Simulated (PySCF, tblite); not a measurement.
# CH₆FGeN: geometry, infrared bands, NMR shifts and spin-spin couplings

Aim: predict the infrared bands, NMR shifts and spin-spin couplings of CH₆FGeN (`[CH3][Ge@H]([NH2])[F]`).

Programs: tblite 0.8.0 and PySCF 2.14.0, with density-fitted response routines of our own. Each step states its level of theory. These are calculated values for one molecule in the gas phase, unless marked as measured. Atoms count from 0, in the outputs and in this text.

### 1 The molecule as given

10 atoms, charge 0, multiplicity 1; geometry from: force field or distance geometry start.

Bonds of the start (Å): C0–Ge1 1.93, Ge1–N2 1.87, Ge1–F3 1.77, C0–H4 1.12, C0–H5 1.10, C0–H6 1.13, Ge1–H7 1.54, N2–H8 1.04, N2–H9 1.02.

### 2 Geometry optimisation with GFN2-xTB

Job settings and geometry (Å):

```
{"job": {"kind": "relax", "xc": "GFN2-xTB", "basis": "xTB"}, "charge": 0, "multiplicity": 1}
C     -1.463300    -0.094200     0.110300
Ge     0.346100     0.574200    -0.017400
N      1.551800    -0.841700     0.159700
F      0.685900     1.766800     1.245700
H     -1.894500     0.076200     1.125100
H     -1.550200    -1.143400    -0.224700
H     -2.059600     0.520400    -0.621700
H      0.573400     1.320500    -1.346400
H      1.304100    -1.643500    -0.458200
H      2.515200    -0.530700     0.005200
```

Run with:

```bash
> OMP_NUM_THREADS=1 python probes_run.py task.json out
```

The driver reads the jobs from task.json and runs them one after another.

**Question.** This job is followed by: GFN2-xTB harmonic vibrations, gas phase; GIAO PBE0/pcSseg-1 NMR shielding, non-relativistic, gas phase; B3LYP/pcJ-1 Ge:pcSseg-1 indirect spin-spin coupling, non-relativistic, gas phase. What will the session give for the following? strongest single infrared mode (GFN2-xTB); zero-point energy (GFN2-xTB); 13C shifts against TMS (PBE0/pcSseg-1); 1H shifts against TMS (PBE0/pcSseg-1, means over atoms taken as alike); 73Ge shifts against GeMe4 (PBE0/pcSseg-1); 15N shifts against NH3 (PBE0/pcSseg-1); 19F shifts against CFCl3 (PBE0/pcSseg-1); largest coupling of the table (B3LYP/pcSseg-1+pcJ-1).

**Answer**, as computed:

| quantity | value |
| --- | --- |
| strongest single infrared mode (GFN2-xTB) | 1820 cm⁻¹, 475 km/mol |
| zero-point energy (GFN2-xTB) | 42.9 kcal/mol |
| 13C shifts against TMS (PBE0/pcSseg-1) | 3.0 ppm |
| 1H shifts against TMS (PBE0/pcSseg-1, means over atoms taken as alike) | 6.23, 0.65, 0.40 ppm |
| 73Ge shifts against GeMe4 (PBE0/pcSseg-1) | 88 ppm |
| 15N shifts against NH3 (PBE0/pcSseg-1) | 19.8 ppm |
| 19F shifts against CFCl3 (PBE0/pcSseg-1) | -207.8 ppm |
| largest coupling of the table (B3LYP/pcSseg-1+pcJ-1) | 1J(C,H) C0–H4, 137.3 Hz |

In words: Over 97 steps the energy fell by 0.257 eV; of the close pairs, Ge1–N2 changed most, 1.868 to 1.809 Å. All 24 modes are real, so the xTB geometry is a minimum. The strongest single mode, at 1820 cm⁻¹, moves mainly H7. GFN2-xTB is a fitted tight-binding method: band positions and strengths are rough. Its intensities can rank the bands wrongly. At PBE0/pcSseg-1: Shielding is most anisotropic at Ge1 (span 148 ppm, paramagnetic term -1511 ppm). Of the pairs tabulated at B3LYP/pcSseg-1+pcJ-1, C0–H4 (mean over like pairs) couples most strongly (137.3 Hz; Fermi contact 134.9 Hz). Spin-orbit coupling is left out, which matters for shieldings and couplings at and beside the heavy atoms.
